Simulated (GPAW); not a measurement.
Write an ASE script for GPAW 26.7.0 that does the following.

| Quantity | Value |
| --- | --- |
| Task | single point |
| Functional | LDA |
| Potentials or basis | the program's PAW data sets (release 1.2.1) made for this functional |
| Cutoff | 600 eV |
| Basis | pw |
| k mesh | 4 × 3 × 3 |
| Occupations | fermi-dirac, width 0.05 eV |
| Spin | collinear spin, ferromagnetic start |
| Starting moments | [3.0, 5.0, 0.0, 0.0, 0.0, 0.0, 0.0] μB |
| Maxiter | 120 |
| Convergence | default |

MgMnCoO4:

```
Co Mn Mg O
1.0
     2.93100    0.00000    0.00000
     0.21411    5.21366    0.00000
     0.10987    1.42991    5.03928
Co Mn Mg O
1 1 1 4
Direct
  0.96321 0.57791 0.58703
  0.50693 0.96816 0.96722
  0.47399 0.30015 0.29112
  0.49359 0.28676 0.67304
  0.99131 0.14167 0.13123
  0.02403 0.81669 0.81987
  0.50997 0.67994 0.28787
```

The cell comes from a database or a generator and needn't be the stable form of this composition.

The input as run:

run.py

```python
from ase import Atoms
from ase.dft.bandgap import bandgap
from ase.io import write
from ase.units import GPa
from gpaw import GPAW, PW

atoms = Atoms(['Co', 'Mn', 'Mg', 'O', 'O', 'O', 'O'],
              cell=[[2.931000206, 0.0, 0.0],
                    [0.2141127943, 5.2136631061, 0.0],
                    [0.1098687336, 1.4299112562, 5.0392798726]],
              scaled_positions=[[0.96320796, 0.57790838, 0.58702838],
                                [0.50692579, 0.96815776, 0.96722393],
                                [0.47398835, 0.30014814, 0.29112471],
                                [0.49359182, 0.28676087, 0.67303999],
                                [0.99131377, 0.14166967, 0.13122626],
                                [0.02403382, 0.81668766, 0.81986573],
                                [0.5099655, 0.6799395, 0.287873]],
              pbc=True)
atoms.set_initial_magnetic_moments([3.0, 5.0, 0.0, 0.0, 0.0, 0.0, 0.0])

calc = GPAW(mode=PW(600),
            xc='LDA',
            kpts={'size': (4, 3, 3), 'gamma': True},
            occupations={'name': 'fermi-dirac', 'width': 0.05},
            nbands=51,
            maxiter=120,
            txt='gpaw.txt')
atoms.calc = calc
energy = atoms.get_potential_energy()
forces = atoms.get_forces()
stress = atoms.get_stress()
calc.write('gs.gpw')
write('result.traj', atoms)
print(f'Energy: {energy:.6f} eV')
print('Forces (eV/A):')
print(forces.round(4))
print('Stress (GPa):', (stress / GPa).round(3))
print('Moments:', calc.get_magnetic_moments().round(3))
print('Fermi level:', round(calc.get_fermi_level(), 4), 'eV')
print(f'Gap: {bandgap(calc)[0]:.4f} eV, direct: {bandgap(calc, direct=True)[0]:.4f} eV')
```

Potentials or basis: the program's PAW data sets (release 1.2.1) made for this functional, pw.

The run is started by

```bash
$ OMP_NUM_THREADS=1 python run.py
```

Results of the run:

| Property | Result |
| --- | --- |
| Pressure | -21.5 GPa |
| Largest force | 0.379 eV/Å |
| Band gap on the k mesh | none (metal or under the smearing width) |
| Net moment | 5.94 μB per cell |
| Site moments | Co +2.49; Mn +2.56; Mg +0.00; O +0.16, +0.03, +0.10 μB |

Caveat: the k mesh is coarse (spacing up to 0.54 Å⁻¹), so the values aren't converged; the cutoff is short for stress and forces, so pressures can be off by a GPa or more; so large a pressure means that the cell lies far from this level's equilibrium, or that cutoff or potentials fall short; semilocal functionals often make such compounds metallic where correlation or magnetic order opens a gap, which also shifts bond lengths; only a ferromagnetic start was run, and an antiferromagnetic order may lie lower in energy.

Run time: 2.4 min on 1 thread of Arm Neoverse V2 (shared host), peak memory 0.28 GiB.
